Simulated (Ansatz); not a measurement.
# TaTl (P1) in Ansatz: convergence with wavefunction cutoff

Aim: find how far wavefunction cutoff must go before the results for TaTl settle, at PBE. This setting moves, with any that are tied to it; all else stays.

All numbers are computed with Ansatz 0.2.0; they aren't measurements. Logs are shortened: lines on timing, memory, paths and dates and some standing lists are left out, and cuts for length are marked.

**1. The cell of the first run**

The typed cell holds 2 atoms: a = 3.472 Å, b = 3.472 Å, c = 4.290 Å, α = 90.00°, β = 90.00°, γ = 90.00°.

The cell was built by a generator and needn't be a form met in nature.

The cell isn't the ideal one: atoms moved at random, drawn with an rms of 0.05 Å.

**2. With wavefunction cutoff 200 eV**

File input.yaml:

```yaml
crystal:
  lattice:
    - [3.47218919, 0.0, 0.0]
    - [0.0, 3.47218919, 0.0]
    - [0.0, 0.0, 4.29045856]
  atoms:
    - { symbol: Ta, position: [0.503352, 0.494226, 0.499943] }
    - { symbol: Tl, position: [0.005874, 0.00392, 0.001186] }
hamiltonian:
  xc: pbe
  pseudopotentials: { kind: paw }
kpoints:
  mp_grid: { grid: [6, 6, 5] }
scf:
  occupations: { method: methfessel_paxton, width: 0.1 }
output:
  forces: true
  stress: true
  eigenvalues: true
basis:
  ecutwfc: "200 eV"
```

Potentials or basis: Ansatz PAW.

Command:

```
ansatz run input.yaml --threads 2 --pin off --max-ram 5632MiB --backend cpu --events-out ev --progress --plain --runs-dir out
```

It took 2.2 s on 2 threads of Arm Neoverse V1, shared host; peak memory 0.31 GiB.

What came out:

- Free energy: -21368.0017 eV
- Pressure: -15.4 GPa
- Largest force: 0.072 eV/Å
- Band gap on the k mesh: none (metal or under the smearing width)

**3. With wavefunction cutoff 250 eV**

Edit input.yaml of step 2 so:

```diff
@@ -20,2 +20,2 @@
 basis:
-  ecutwfc: "200 eV"
+  ecutwfc: "250 eV"
```

Potentials or basis: Ansatz PAW.

Command:

```
ansatz run input.yaml --threads 2 --pin off --max-ram 5632MiB --backend cpu --events-out ev --progress --plain --runs-dir out
```

It took 1.9 s on 2 threads of Arm Neoverse V1, shared host; peak memory 0.32 GiB.

What came out:

```yaml
Free_energy: -21373.3348 eV
Pressure: -16.9 GPa
Largest_force: 0.034 eV/Å
Band_gap_on_the_k_mesh: none (metal or under the smearing width)
```

**4. With wavefunction cutoff 300 eV**

Edit input.yaml of step 3 so:

```diff
@@ -20,2 +20,2 @@
 basis:
-  ecutwfc: "250 eV"
+  ecutwfc: "300 eV"
```

Command:

```
ansatz run input.yaml --threads 2 --pin off --max-ram 5632MiB --backend cpu --events-out ev --progress --plain --runs-dir out
```

It took 2.2 s on 2 threads of Arm Neoverse V1, shared host; peak memory 0.34 GiB.

What came out:

- Free energy: -21374.0944 eV
- Pressure: -16.5 GPa
- Largest force: 0.036 eV/Å
- Band gap on the k mesh: none (metal or under the smearing width)

**5. With wavefunction cutoff 350 eV**

Edit input.yaml of step 4 so:

```diff
@@ -20,2 +20,2 @@
 basis:
-  ecutwfc: "300 eV"
+  ecutwfc: "350 eV"
```

Command:

```
ansatz run input.yaml --threads 2 --pin off --max-ram 5632MiB --backend cpu --events-out ev --progress --plain --runs-dir out
```

Wall time 2.8 s (2 threads of Arm Neoverse V1, shared host); peak memory 0.35 GiB.

What came out:

```
Free energy            : -21374.1590 eV
Pressure               : -16.6 GPa
Largest force          : 0.036 eV/Å
Band gap on the k mesh : none (metal or under the smearing width)
```

**6. With wavefunction cutoff 400 eV**

Edit input.yaml of step 5 so:

```diff
@@ -20,2 +20,2 @@
 basis:
-  ecutwfc: "350 eV"
+  ecutwfc: "400 eV"
```

Potentials or basis: Ansatz PAW.

Command:

```
ansatz run input.yaml --threads 2 --pin off --max-ram 5632MiB --backend cpu --events-out ev --progress --plain --runs-dir out
```

Run time: 3.1 s. Hardware: 2 threads of Arm Neoverse V1, shared host; peak memory 0.37 GiB.

Results (log left out):

```
Free energy            : -21374.1636 eV
Pressure               : -16.6 GPa
Largest force          : 0.036 eV/Å
Band gap on the k mesh : none (metal or under the smearing width)
```

**7. With wavefunction cutoff 450 eV**

Edit input.yaml of step 6 so:

```diff
@@ -20,2 +20,2 @@
 basis:
-  ecutwfc: "400 eV"
+  ecutwfc: "450 eV"
```

Command:

```
ansatz run input.yaml --threads 2 --pin off --max-ram 5632MiB --backend cpu --events-out ev --progress --plain --runs-dir out
```

Wall time 4.1 s (2 threads of Arm Neoverse V1, shared host); peak memory 0.39 GiB.

It converged, with:

| Property | Result |
| --- | --- |
| Free energy | -21374.1659 eV |
| Pressure | -16.6 GPa |
| Largest force | 0.036 eV/Å |
| Band gap on the k mesh | none (metal or under the smearing width) |

**8. With wavefunction cutoff 500 eV**

Edit input.yaml of step 7 so:

```diff
@@ -20,2 +20,2 @@
 basis:
-  ecutwfc: "450 eV"
+  ecutwfc: "500 eV"
```

Command:

```
ansatz run input.yaml --threads 2 --pin off --max-ram 5632MiB --backend cpu --events-out ev --progress --plain --runs-dir out
```

It took 4.5 s on 2 threads of Arm Neoverse V1, shared host; peak memory 0.4 GiB.

It converged, with:

```
Free energy            : -21374.1666 eV
Pressure               : -16.6 GPa
Largest force          : 0.036 eV/Å
Band gap on the k mesh : none (metal or under the smearing width)
```

**9. With wavefunction cutoff 600 eV**

Edit input.yaml of step 8 so:

```diff
@@ -20,2 +20,2 @@
 basis:
-  ecutwfc: "500 eV"
+  ecutwfc: "600 eV"
```

Potentials or basis: Ansatz PAW.

Command:

```
ansatz run input.yaml --threads 2 --pin off --max-ram 5632MiB --backend cpu --events-out ev --progress --plain --runs-dir out
```

Wall time 5.9 s (2 threads of Arm Neoverse V1, shared host); peak memory 0.44 GiB.

The run converged. Its results:

```yaml
Free_energy: -21374.1669 eV
Pressure: -16.6 GPa
Largest_force: 0.036 eV/Å
Band_gap_on_the_k_mesh: none (metal or under the smearing width)
```

**10. With wavefunction cutoff 800 eV**

Edit input.yaml of step 9 so:

```diff
@@ -20,2 +20,2 @@
 basis:
-  ecutwfc: "600 eV"
+  ecutwfc: "800 eV"
```

Potentials or basis: Ansatz PAW.

Command:

```
ansatz run input.yaml --threads 2 --pin off --max-ram 5632MiB --backend cpu --events-out ev --progress --plain --runs-dir out
```

Log:

```text
Warning: RAYON_NUM_THREADS=2 ignored (pool sized by the plan → 2); use --threads N
Engine: ansatz 0.2.0, aarch64-unknown-linux-gnu
Pseudopotentials: kind: paw
Pseudopotential: Ta, paw, valence charge 13, recommended cutoff 420 eV (normal), Ta.paw.azcp
Pseudopotential: Tl, paw, valence charge 13, recommended cutoff 420 eV (normal), Tl.paw.azcp
Functional definition: PBE
  parameter kappa = 0.804
  parameter beta = 0.06672455060314922
  exchange = pbe_x(kappa = kappa, mu = beta*pi^2/3)
  correlation = pbe_c(beta = beta)
Crystal: 2 atoms, lattice volume = 51.726 Å³
Basis set: ecut = 800 eV, 2655 PW (Γ), exchange–correlation on 72×72×80 points (8 copies of the dense FFT grid, shifted against one another)
Bands: 17, of which v1, the nominal top of the filled ones, is band 13 counted from 1 (12 counted from 0)
Symmetry: 1 space group operations
Space group: P1 (ITA 1), of the structure as read, at distance tolerance 3.7e-5 Å
k-points: 92 of 180 (time reversal used)
Non-local potential: Ta, projectors of the file, l = 0: 3, l = 1: 2, l = 2: 2, l = 3: 1
Non-local potential: Tl, projectors of the file, l = 0: 2, l = 1: 2, l = 2: 2, l = 3: 1
PAW form: soft (Blöchl's): semilocal exchange-correlation on the pseudo side does not see the compensation charge
PAW one-centre angular grid: Ta, 590 points (default); XC on 64 Gauss nodes
PAW one-centre angular grid: Tl, 590 points (default); XC on 64 Gauss nodes
Initial density: superposition of atomic densities (neutral atoms: chi_scale 0, normalization atom), corrected by the library's trained network
Initial wavefunctions: pseudopotential atomic-orbital guess
Functional: x = pbe(κ = 0.804, μ = 0.2195149727645171), c = pbe(β = 0.06672455060314922)
SCF iter   1: F=—  HF=-21374.165877 eV  |F-HF|=—  |Δ(HF+E_count)|=         —  Δρ=3.46e-3  dr2=3.50e-3  ethr=1.77e-3  ⟨swp⟩=5.4  Hψ=7533  notcnv=0
preconditioner: auto → Kerker (q_TF=auto, 2.433 Å⁻¹)  [metal: Δε(μ)=0.020 eV  Ē_g=9.178 eV  σ=0.100 eV  W_gap=0.17  n_scr=14 (ndim 8)  ℏωp=21.9 eV  f_vac=0.000  D(μ)=1.69/eV (n_scr^D=14)]
SCF iter   2: F=—  HF=-21374.166815 eV  |F-HF|=—  |Δ(HF+E_count)|=   9.37e-4  S|Δr|=    0.00e0  Δρ=2.02e-3  dr2=1.27e-3  ethr=1.35e-5  ⟨swp⟩=1.7  Hψ=2685  notcnv=0
SCF iter   3: F=—  HF=-21374.167068 eV  |F-HF|=—  |Δ(HF+E_count)|=   2.53e-4  S|Δr|=    0.00e0  Δρ=2.31e-4  dr2=2.44e-5  ethr=4.88e-6  ⟨swp⟩=2.3  Hψ=1922  notcnv=0
SCF iter   4: F=—  HF=-21374.167073 eV  |F-HF|=—  |Δ(HF+E_count)|=   4.64e-6  S|Δr|=    0.00e0  Δρ=7.24e-5  dr2=3.09e-6  ethr=9.38e-8  ⟨swp⟩=2.3  Hψ=2522  notcnv=0
SCF iter   5: F=—  HF=-21374.167073 eV  |F-HF|=—  |Δ(HF+E_count)|=   2.07e-7  S|Δr|=    0.00e0  Δρ=2.15e-5  dr2=2.35e-7  ethr=1.19e-8  ⟨swp⟩=2.0  Hψ=1767  notcnv=0
SCF iter   6: F=-21374.167073 eV  HF=-21374.167073 eV  |F-HF|=8.29e-10  |Δ(HF+E_count)|=   1.01e-8  S|Δr|=    0.00e0  Δρ=5.23e-6  dr2=1.44e-8  ethr=3.85e-10  ⟨swp⟩=4.2  Hψ=5263  notcnv=0
SCF 1 converged in 6 iterations: F = -21374.167073 eV  dr2 = 1.44e-8
SCF converged after 6 iterations
Stability not checked: this state was not tested for a lower state beside it, because cold or Methfessel-Paxton smearing, or corrected tetrahedra, fill the levels in a way that the test cannot read (fill_not_monotonic; see scf.lower_state_search)
Free energy (F): -21374.167073 eV
Harris-Foulkes:  -21374.167073 eV  (|F-HF|=8.29e-10)
Internal energy: -21374.166792 eV  (E = F + TS)
E sigma→0 (E₀):  -21374.167003 eV
Entropy (-TS):   -0.000281 eV (-0.141 meV/atom)
Fermi energy:    12.358756 eV
--- Per-component energies (eV) ---
  E_band       = -166.554144
  E_kinetic    = 692.853951
  E_local      = -1566.623219  (includes V_loc(G=0)·N_el)
  E_nonlocal   = 329.249276
  E_hartree    = 552.976776
  E_xc         = -443.820947
  E_vxc        = -339.513006  (∫ρ·V_xc dr)
  E_paw        = -18562.357256  (= ΣΔE_a)
  E_vpaw       = -388.475686  (= ΣTr[D̂ρ^β])
  E_aug_tail   = 0.000000  (compensation charges beyond the density's cutoff)
  E_ewald      = -2376.445373
  E_smearing   = -0.000281  (= −TS)
  E_closure    = -0.000000  (closes the sum)
  Σ components = -21374.167073   (vs F -21374.167073, Δ=0.00e0)
--- Forces (eV/Å), atoms counted from 1 ---
  atom   1  Ta     0.00763513     0.02898001     0.02035580
  atom   2  Tl    -0.00763461    -0.02897786    -0.02035625
  max |Σ_I F_I| component: 2.15e-6 eV/Å
--- Stress (GPa, compression-positive) ---
      -18.704455       0.005506       0.001416
        0.005506     -18.709561       0.005434
        0.001416       0.005434     -12.315145
  P = ⅓ Tr σ = -16.5764 GPa (-165.764 kbar)
--- Band table (eV; the first three rows and the last of 92) ---
  k-point 0: bands = ["-56.7110", "-23.1570", "-23.0178", "-23.0173", "0.7330", "0.8964", "1.1487", "1.1492", "1.2453", "2.9935", "10.7282", "10.9368", "12.8330", "13.6231", "13.6244", "14.2894", "15.7062"]
  k-point 1: bands = ["-56.7110", "-23.1603", "-23.0177", "-23.0172", "0.7399", "0.9308", "1.1492", "1.1496", "1.2477", "3.3679", "9.3485", "10.9110", "12.5790", "13.1589", "13.1601", "14.2685", "17.9498"]
  k-point 2: bands = ["-56.7109", "-23.1657", "-23.0175", "-23.0170", "0.7511", "0.9852", "1.1500", "1.1503", "1.2517", "4.3282", "7.2328", "10.8695", "12.6393", "12.6414", "12.7852", "14.2347", "20.0922"]
  k-point 91: bands = ["-56.7045", "-23.1450", "-23.1125", "-23.1120", "0.8321", "0.9479", "0.9483", "1.2931", "1.4766", "8.4159", "9.7467", "9.7508", "10.1918", "13.0951", "15.1929", "15.1950", "15.2798"]
```

It took 8.4 s on 2 threads of Arm Neoverse V1, shared host; peak memory 0.46 GiB.

Results:

| Property | Result |
| --- | --- |
| Free energy | -21374.1671 eV |
| Pressure | -16.6 GPa |
| Largest force | 0.036 eV/Å |
| Band gap on the k mesh | none (metal or under the smearing width) |

**11. Result**

```tsv
wavefunction cutoff	energy less the tightest run, at zero smearing (meV/atom)	pressure (GPa)	largest force (eV/Å)	SCF cycles	CPU time (s)	peak memory (GiB)
200 eV	3082.73	-15.38	0.072	7	4.2	0.31
250 eV	416.12	-16.90	0.034	7	3.7	0.32
300 eV	36.34	-16.47	0.036	6	4.2	0.34
350 eV	4.05	-16.55	0.036	6	5.4	0.35
400 eV	1.76	-16.57	0.036	6	6	0.37
450 eV	0.59	-16.57	0.036	6	8	0.39
500 eV	0.25	-16.57	0.036	6	8.7	0.4
600 eV	0.10	-16.58	0.036	6	12	0.44
800 eV	0.00	-16.58	0.036	6	17	0.46
```

Against the tightest run, the energy stays within 1 meV/atom from 450 eV on; the pressure stays within 0.1 GPa from 350 eV on; the largest force stays within 0.005 eV/Å from 250 eV on. The tightest run that finished is the yardstick and may itself not be fully converged.
